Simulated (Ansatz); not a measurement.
# CH₇Al₂BO: up Jacob's ladder to CCSD(T)

Aim: compute CH₇Al₂BO with functionals from several rungs and with coupled cluster. The yardstick is the atomisation energy at the CCSD(T) limit.

Computed with Ansatz 0.2.0, Gaussian basis. Level: functionals in def2-TZVPP, the program's frozen cores in correlated methods.

Levels to be run: LDA (SPW92), PBE-D4, revPBE-D4, BLYP-D4, r2SCAN-D4, B97M-V, PBE0-D4, B3LYP-D4, r2SCANh-D4, r2SCAN0-D4, HSE06-D4, BHLYP-D4, CAM-B3LYP-D4, LC-ωPBE, ωB97X-V, ωB97M-V, B2PLYP, PBE-QIDH; CCSD(T)/def2-SVP; CCSD(T)/def2-TZVPP; MP2/def2-QZVPP; extrapolation to the limit; RPA on PBE.

**1. The geometry**

The geometry comes from an earlier relaxation with PBE0-D4 in a triple-zeta def2 set; it is a stationary point, not always the lowest conformer.

SMILES `[BH2][Al]([CH3])[O][AlH2]`, 12 atoms, charge 0, spin multiplicity 1.

Atoms are counted from 1 here; the program's logs count them from 0.

Bond lengths: B1–Al2 2.126 Å, B1–H6 1.201 Å, B1–H7 1.201 Å, Al2–C3 1.954 Å, Al2–O4 1.694 Å, C3–H8 1.095 Å, C3–H9 1.093 Å, C3–H10 1.096 Å, O4–Al5 1.678 Å, Al5–H11 1.584 Å, Al5–H12 1.584 Å. Angles: Al2–B1–H6 123.2°, Al2–B1–H7 122.9°, H6–B1–H7 113.9°, B1–Al2–C3 125.1°, B1–Al2–O4 116.8°, C3–Al2–O4 118.1°, Al2–C3–H8 111.4°, Al2–C3–H9 113.0°, Al2–C3–H10 110.3°, H8–C3–H9 107.9°, H8–C3–H10 106.7°, H9–C3–H10 107.2°, Al2–O4–Al5 178.6°, O4–Al5–H11 118.7°, O4–Al5–H12 118.7°, H11–Al5–H12 122.6°.

**2. LDA**

This LDA is Slater exchange with PW92 correlation.

Input file in.yaml:

```yaml
crystal:
  periodic: [false, false, false]
  atoms:
    - {symbol: B, position_ang: [0.119106, 1.470379, 1.967615]}
    - {symbol: Al, position_ang: [-0.176219, 0.418265, 0.144346]}
    - {symbol: C, position_ang: [-1.241412, 1.059792, -1.362435]}
    - {symbol: O, position_ang: [0.590024, -1.085479, -0.001935]}
    - {symbol: Al, position_ang: [1.343592, -2.573574, -0.186728]}
    - {symbol: H, position_ang: [1.017239, 2.248863, 2.139520]}
    - {symbol: H, position_ang: [-0.601117, 1.341270, 2.919918]}
    - {symbol: H, position_ang: [-1.870263, 0.264269, -1.774384]}
    - {symbol: H, position_ang: [-1.889926, 1.900213, -1.100292]}
    - {symbol: H, position_ang: [-0.587257, 1.396935, -2.174650]}
    - {symbol: H, position_ang: [0.614062, -3.869357, 0.358043]}
    - {symbol: H, position_ang: [2.759174, -2.626778, -0.894917]}
basis:
  gaussian: {orbitals: def2-TZVPP}
hamiltonian: {xc: lda}
output: {orbitals: {seedname: orbitals}}
```

The runs that follow: PBE-D4 (GGA); revPBE-D4 (GGA); BLYP-D4 (GGA); r2SCAN-D4 (meta-GGA); B97M-V (meta-GGA); PBE0-D4 (hybrid); B3LYP-D4 (hybrid); r2SCANh-D4 (hybrid); r2SCAN0-D4 (hybrid); HSE06-D4 (hybrid); BHLYP-D4 (hybrid); CAM-B3LYP-D4 (range-separated); LC-ωPBE (range-separated); ωB97X-V (range-separated); ωB97M-V (range-separated); B2PLYP (double hybrid); PBE-QIDH (double hybrid); CCSD(T) in def2-SVP; CCSD(T) in def2-TZVPP; MP2 in def2-QZVPP; RPA on PBE orbitals.

Q: Predict the results of all the runs planned. Wanted: atomisation energy, CCSD(T)/CBS; farthest beyond LDA; mean size of error, GGA; mean size of error, meta-GGA; mean size of error, hybrid; mean size of error, range-separated; mean size of error, double hybrid; gap, smallest and largest; T1 diagnostic.

**Answer**, as computed:

| quantity | value |
| --- | --- |
| atomisation energy, CCSD(T)/CBS | 4072.9 kJ/mol |
| functionals within 20.4 kJ/mol (0.5 %) | PBE-D4, r2SCAN-D4, B3LYP-D4, r2SCANh-D4, LC-ωPBE, ωB97X-V, ωB97M-V |
| farthest beyond LDA | revPBE-D4 (-89.9 kJ/mol) |
| mean size of error, GGA | 44.4 kJ/mol |
| mean size of error, meta-GGA | 27.6 kJ/mol |
| mean size of error, hybrid | 34.2 kJ/mol |
| mean size of error, range-separated | 14.0 kJ/mol |
| mean size of error, double hybrid | 40.9 kJ/mol |
| gap, smallest and largest | 2.48 eV (LDA (SPW92)), 9.91 eV (LC-ωPBE) |
| T1 diagnostic | 0.0121 |
| triples share of the correlation energy | 3.3 % |

What this shows: The LDA atomisation energy is off by 440.6 kJ/mol (11 %): it overbinds. PBE-D4 is off by -6.5 kJ/mol. Double hybrids carry the basis error of their MP2 part in triple zeta, and no dispersion term here, so their miss is partly the set-up's. By mean error the best rung here is range-separated (14.0 kJ/mol) and the worst beyond LDA is GGA (44.4 kJ/mol). The reference freezes the cores and leaves out relativity and excitations past (T), so misses under about 20.4 kJ/mol can't be ranked. Hartree-Fock recovers 77 % of the binding; the rest is correlation. CCSD(T) in def2-SVP is off by -210.7 kJ/mol, more than most functionals: a good method in a small basis is no reference. The gap grows from 2.5 to 9.9 eV across the functionals, mostly with the share of exact exchange.
